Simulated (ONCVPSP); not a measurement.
**Pseudopotential generation for boron: ONCV, PBE**

Do these settings give a usable potential? It is generated, then checked for transferability, scattering, ghosts and hardness.

Program: ONCVPSP 4.0.1.1 (patched build). Reference atom: PBE, scalar-relativistic, spherical and spin-unpolarised. All values are calculated.

### Step 1. Starting point

Typed settings, in words:

| Item | Value |
| --- | --- |
| element | boron (B, Z = 5) |
| type | optimised norm-conserving Vanderbilt (ONCV) |
| frozen core | [He] |
| valence charge | 3 |
| reference configuration | 2s2 2p1 |
| partial waves | 2s: rc 1.30 bohr, ncon 4, nbas 7, qcut 6.2 1/bohr, 1 projector; 2p: rc 4.00 bohr, ncon 4, nbas 8, qcut 2.8 1/bohr, 1 projector; d scattering state at 0.03 Ha: rc 3.15 bohr, ncon 4, nbas 8, qcut 2.6 1/bohr, 2 projectors, debl 1.2 Ha |
| local potential | polynomial inside 0.80 bohr (lpopt 4, dvloc0 0 Ha) |
| core correction | polynomial model core, fcfact 0.35 |

The outer shells as boxes (Hund's rule for the drawing; the calculation is spin-unpolarised):

```
[He] core
2s [↑↓]
2p [↑ ][  ][  ]
```

The nodes and maxima of the atom's own shells, from an earlier all-electron run, set the scale for the radii.

All-electron outer shells of the reference configuration (PBE, scalar-relativistic, ld1.x):

```tsv
shell	level (eV)	outermost node (bohr)	outermost maximum (bohr)
1s	-180.59	–	0.21
2s	-9.44	0.46	1.52
2p	-3.61	–	1.57
```

### Step 2. The generation run

B.dat reads:

```
# ATOM AND REFERENCE CONFIGURATION
# atsym  z   nc   nv     iexc    psfile
  B 5.00    1    2        4      upf
#
#   n    l    f
    1    0    2.00
    2    0    2.00
    2    1    1.00
#
# PSEUDOPOTENTIAL AND OPTIMIZATION
# lmax
    2
#
#   l,   rc,      ep,       ncon, nbas, qcut
    0    1.30    0.00    4    7    6.20
    1    4.00    0.00    4    8    2.80
    2    3.15    0.03    4    8    2.60
#
# LOCAL POTENTIAL
# lloc, lpopt,  rc(5),   dvloc0
    4    4    0.80    0.00
#
# VANDERBILT-KLEINMAN-BYLANDER PROJECTORs
# l, nproj, debl
    0    1    2.20
    1    1    3.20
    2    2    1.20
#
# MODEL CORE CHARGE
# icmod, fcfact, rcfact
    1    0.35    0.00
#
# LOG DERIVATIVE ANALYSIS
# epsh1, epsh2, depsh
   -2.00    5.00    0.02
#
# OUTPUT GRID
# rlmax, drl
    6.00    0.01
#
# TEST CONFIGURATIONS
# ncnf
    4
# nvcnf
#   n    l    f
    2
    2    0    2.00
    2    1    0.00
#
    2
    2    0    1.00
    2    1    0.00
#
    2
    2    0    2.00
    2    1    0.50
#
    2
    2    0    0.00
    2    1    3.00
#
```

Command:

```console
$ oncvpsp.x < B.dat > B.out
```

What the program wrote to B.out (without the consistency checks and plot data):

```text
ONCVPSP  (Optimized Norm-Conservinng Vanderbilt PSeudopotential)
scalar-relativistic version 4.0.1.1, modified

#   n    l    f        energy (Ha)
    1    0    2.00    -6.6365639E+00
    2    0    2.00    -3.4702672E-01
    2    1    1.00    -1.3254806E-01

Reference configufation results
  iterations    23
  all-electron total energy (Ha)   -2.46031956D+01

Begin loop to  construct optimized pseudo wave functions
and semi-local pseudopoentials for all angular momenta

Calculating optimized projector #   1

 for l=   0

    Fraction of norm inside rc  0.233258
    Optimizing pswf for qcut=   6.20 a_B^-1,  ecut=  19.19 Ha
    Residual kinetic energy error=  2.37D-05 Ha

    Energy error per electron        Cutoff
         Ha          eV             Ha
         0.01000     0.27211        7.65
         0.00100     0.02721       12.74
         0.00010     0.00272       16.84
         0.00001     0.00027       24.86

Calculating optimized projector #   1

 for l=   1

    Fraction of norm inside rc  0.903881
    Optimizing pswf for qcut=   2.80 a_B^-1,  ecut=   3.93 Ha
    Residual kinetic energy error=  7.56D-05 Ha

    Energy error per electron        Cutoff
         Ha          eV             Ha
         0.01000     0.27211        2.35
         0.00100     0.02721        3.23
         0.00010     0.00272        4.20
         0.00001     0.00027       11.11

   Wellstate for l =  2  n =  3
     eigenvalue =   0.0300
     asymptotic potential =   0.5300
     half-point radius = 51.8602

   Wellstate for l =  2  n =  5
     eigenvalue =   1.2300
     asymptotic potential =   1.7300
     half-point radius =  6.4678

Calculating optimized projector #   1

 for l=   2

    Fraction of norm inside rc  0.001163
    Optimizing pswf for qcut=   2.60 a_B^-1,  ecut=   3.37 Ha
    Residual kinetic energy error=  5.91D-07 Ha

    Energy error per electron        Cutoff
         Ha          eV             Ha
         0.01000     0.27211        0.02
         0.00100     0.02721        0.16
         0.00010     0.00272        0.58
         0.00001     0.00027        1.77

Calculating optimized projector #   2

 for l=   2

    Fraction of norm inside rc  0.230418
    Optimizing pswf for qcut=   2.60 a_B^-1,  ecut=   3.37 Ha
    Residual kinetic energy error=  1.19D-02 Ha

    Energy error per electron        Cutoff
         Ha          eV             Ha
         0.01000     0.27211        3.51
         0.00100     0.02721        5.93
         0.00010     0.00272       23.13
         0.00001     0.00027       29.43

Construct Vanderbilt / Kleinmman-Bylander projectors

B matrix Hermiticity error, ll=   2
   1   2   -6.1784E-07

  Orthonormal projector coefficients -4.2221E+01 -8.9152E-01

Model core correction analysis
  based on d2Exc/dn_idn_j

d2excae - all-electron derivatives

   -4.838991D-02   -3.997071D-02
   -3.981669D-02   -3.569095D-02

d2excps - pseudofunction derivatives with no core correction

   -4.994750D-02   -3.887918D-02
   -3.871950D-02   -3.796690D-02

rms 2nd derivative error    1.581242E-03

Polynomial model core charge

d2excps - pseudofunction derivatives with core correction

   -4.900484D-02   -3.888034D-02
   -3.871808D-02   -3.813799D-02

rms 2nd derivative error    1.480035E-03

Pseudoatom total energy   -2.545631

Diagnostic tests using Vanderbilt-Kleinman-Bylander pseudopotentials
  1 or more projectors used as specified by nproj input data

   l    rcore       rmatch      e in        delta e   norm test  slope test

   0   1.3047798   1.3443958  -0.3470267  -0.0000017   1.0000008   0.9999882

   1   4.0175159   4.1394964  -0.1325481  -0.0000001   0.9999991   0.9999994

   2   3.1625571   3.2585792   0.0300000   0.0000004   0.9999998   0.9999998
   2   3.1625571   3.2585792   1.2300000   0.0000012   0.9999991   0.9999991

 Testing for bound ghosts
   n   l    E NL Schr. Eq   E Basis Diag.   E Cutoff

   1   0       -0.347028       -0.308397     73.10

   2   1       -0.132548       -0.132416     13.81

       2                      -35.261849     34.08  WARNING - GHOST(-)

 Testing for highly-localized positive-energy ghosts
       l    <radius>/rc     E Basis Diag.   E Cutoff

       1        0.448695        0.318979     13.81  WARNING - GHOST(+)

Test configuration 0

   n   l     f        eae           eps        diff
   1   0  2.0000   -6.63656389
   2   0  2.0000   -0.34702672   -0.34702844   -1.72D-06
   2   1  1.0000   -0.13254806   -0.13254820   -1.33D-07

    Total energies and differences
      AE_ref= -2.46031956D+01  AE_tst= -2.46031956D+01  dif=  0.00D+00
      PS_ref= -2.54563130D+00  PS_tst= -2.54563130D+00  dif= -1.78D-15
      PSP excitation error=  1.78D-15

Test configuration 1

   n   l     f        eae           eps        diff
   1   0  2.0000   -7.11562878
   2   0  2.0000   -0.71701471   -0.69677474    2.02D-02

    Total energies and differences
      AE_ref= -2.46031956D+01  AE_tst= -2.43011379D+01  dif=  3.02D-01
      PS_ref= -2.54563130D+00  PS_tst= -2.25737823D+00  dif=  2.88D-01
      PSP excitation error=  1.38D-02

Test configuration 2

   n   l     f        eae           eps        diff
   1   0  2.0000   -7.76055369
   2   0  1.0000   -1.15669543   -1.12932814    2.74D-02

    Total energies and differences
      AE_ref= -2.46031956D+01  AE_tst= -2.33668887D+01  dif=  1.24D+00
      PS_ref= -2.54563130D+00  PS_tst= -1.34690372D+00  dif=  1.20D+00
      PSP excitation error=  3.76D-02

Test configuration 3

   n   l     f        eae           eps        diff
   1   0  2.0000   -6.85128711
   2   0  2.0000   -0.51925661   -0.51309796    6.16D-03
   2   1  0.5000   -0.29720320   -0.28546738    1.17D-02

    Total energies and differences
      AE_ref= -2.46031956D+01  AE_tst= -2.44970902D+01  dif=  1.06D-01
      PS_ref= -2.54563130D+00  PS_tst= -2.44192831D+00  dif=  1.04D-01
      PSP excitation error=  2.40D-03

Test configuration 4

   n   l     f        eae           eps        diff
   1   0  2.0000   -6.71632135
   2   1  3.0000   -0.16322965   -0.17648143   -1.33D-02

    Total energies and differences
      AE_ref= -2.46031956D+01  AE_tst= -2.41724628D+01  dif=  4.31D-01
      PS_ref= -2.54563130D+00  PS_tst= -2.10499553D+00  dif=  4.41D-01
      PSP excitation error= -9.90D-03
```

It took 3.9 s on 1 thread of Neoverse-N1, shared host.

All-electron and pseudo partial waves u(r) = r·R(r), from the program's wave files:

```tsv
r (bohr)	2s AE	2s PS
0.200	-0.2997	0.0643
0.400	-0.0871	0.1613
0.600	0.1953	0.2982
0.800	0.4280	0.4545
1.000	0.5908	0.5940
1.200	0.6877	0.6878
1.400	0.7308	0.7308
1.600	0.7340	0.7340
1.800	0.7100	0.7100
2.000	0.6687	0.6687
2.200	0.6176	0.6176
2.400	0.5621	0.5621
2.600	0.5057	0.5057
2.800	0.4510	0.4510
3.000	0.3994	0.3994
3.200	0.3517	0.3517
3.400	0.3083	0.3083
3.600	0.2692	0.2692
3.800	0.2344	0.2344
4.000	0.2036	0.2036
4.200	0.1764	0.1764
4.400	0.1526	0.1526
4.600	0.1318	0.1318
4.800	0.1136	0.1136
5.000	0.0978	0.0978
5.200	0.0841	0.0841
```

Densities times 4π (e/bohr³); a dash where the program caps the true core:

```tsv
r (bohr)	pseudo valence	true core	model core
0.200	0.2164	–	7.303
0.600	0.567	3.17	2.386
1.000	0.8507	0.1002	0.1002
1.400	0.7151	0.003601	0.003601
1.800	0.4537	0.0001383	0.0001383
2.200	0.2513	5.602e-06	5.602e-06
2.600	0.1272	2e-07	2e-07
3.000	0.06116	0	0
3.400	0.02956	0	0
3.800	0.01493	0	0
4.200	0.00778	0	0
4.600	0.00413	0	0
5.000	0.002231	0	0
```

### Step 3. Transferability, from the output's test configurations

Energies count from the reference configuration 2s2 2p1; the error is all-electron less pseudo.

| valence configuration | charge | ΔE all-electron (eV) | error AE − PS (meV) |
| --- | --- | --- | --- |
| 2s2 2p0 | +1 | 8.219 | +376 |
| 2s1 2p0 | +2 | 33.642 | +1023 |
| 2s2 2p0.5 | +0.5 | 2.887 | +65 |
| 2s0 2p3 | 0 | 11.721 | -269 |

### Step 4. Does it scatter like the atom?

Taken from the files of the generation run. The phase is arctan(r·R′/R) of the radial function R, unwrapped, with energies in Ha. A pole is an energy at which the radial function vanishes at the test radius. The pseudo phase is shifted by a multiple of π to meet the all-electron one at the reference energy. Levels narrower than the energy grid can be missing from the poles. The last column is the largest difference on the grid between −0.5 and +0.5 Ha.

| channel | radius (bohr) | reference (Ha) | poles AE | poles PS | window around the reference with phases within 0.05 rad (Ha) | largest difference near zero (rad) |
| --- | --- | --- | --- | --- | --- | --- |
| s | 1.32 | -0.35 | 3.40 | 2.70 | below 2.4 | 0.005 |
| p | 4.07 | -0.13 | -0.08, 0.85, 2.40, 4.58 | -0.08, 0.32, 1.47, 4.55 | below 0.0 | 1.520 |
| d | 3.20 | 0.03 | 1.00, 3.09 | 1.00, 3.70 | below 1.7 | 0.002 |

Phases (rad) along the scan:

```tsv
E (Ha)	p AE	p PS	d AE	d PS
-1.98	1.428	1.428	1.393	1.393
-1.62	1.410	1.409	1.372	1.373
-1.26	1.383	1.383	1.343	1.344
-0.90	1.338	1.337	1.299	1.300
-0.54	1.233	1.234	1.219	1.220
-0.18	-0.415	-0.402	1.027	1.027
0.18	-2.555	-2.334	0.141	0.142
0.54	-4.507	-7.306	-1.214	-1.212
0.90	-4.736	-7.707	-1.520	-1.519
1.26	-4.990	-7.814	-1.695	-1.695
1.62	-7.417	-7.878	-2.097	-2.072
1.98	-7.755	-7.938	-4.166	-4.033
2.34	-7.843	-8.032	-4.541	-4.487
2.70	-7.914	-8.385	-4.646	-4.598
3.06	-8.061	-10.485	-4.708	-4.654
3.42	-10.282	-10.828	-4.765	-4.690
3.78	-10.862	-10.914	-4.844	-4.719
4.14	-10.944	-10.959	-5.059	-4.744
4.50	-10.988	-10.991	-6.955	-4.769
4.86	-11.025	-11.022	-7.633	-4.798
```

### Step 5. Convergence and ghost test

From the same output: the cutoffs (Ha) at which the residual kinetic energy of the hardest occupied pseudo-wave falls to 1 and 0.1 mHa per electron are 13 Ha and 17 Ha.

The program's own ghost test: GHOST(-) flagged for d at -959.5 eV; GHOST(+) flagged for p at 8.7 eV.

Cutoff (Ha) at which the first wave of each channel reaches a given error (Ha per electron):

```tsv
error	s	p	d
1.0e-02	7.6	2.3	0.0
3.2e-03	10.5	2.8	0.1
1.0e-03	12.7	3.2	0.2
3.2e-04	15.0	3.7	0.3
1.0e-04	16.8	4.2	0.6
3.2e-05	18.8	6.1	1.1
1.0e-05	24.9	11.1	1.8
```

### Step 6. Outcome

```
                                                quantity                   value
  cutoffs for 1 and 0.1 mHa per electron, occupied waves         13 Ha and 17 Ha
                                            bound ghosts         d at -959.52 eV
                                          GHOST(+) flags               p at 9 eV
                            largest test error (AE − PS)  +1023 meV, for 2s1 2p0
largest phase difference near zero energy, channels read               1.520 rad
 rms error of d²Exc/dn², without and with the model core       1.58 and 1.48 mHa
```

**Reading.** A bound ghost (d) makes it unfit for use: electrons can fall into a state that the atom doesn't have. By total energies transferability is poor: the largest error is 1023 meV on 33.6 eV, for 2s1 2p0. It counts as soft on the atom at that tolerance, with 13 Ha needed at the looser tolerance. At the looser tolerance the 2s wave is the slowest; 2p needs 3 Ha. Of the channels read, p scatters worst near zero energy, by up to 1.52 rad. In the p channel the atom's pole at 0.85 Ha sits lower, at 0.32 Ha, in the pseudo curve. The program also flags highly localised states, GHOST(+) (p). These are tests on the free atom; a crystal test is still owed.
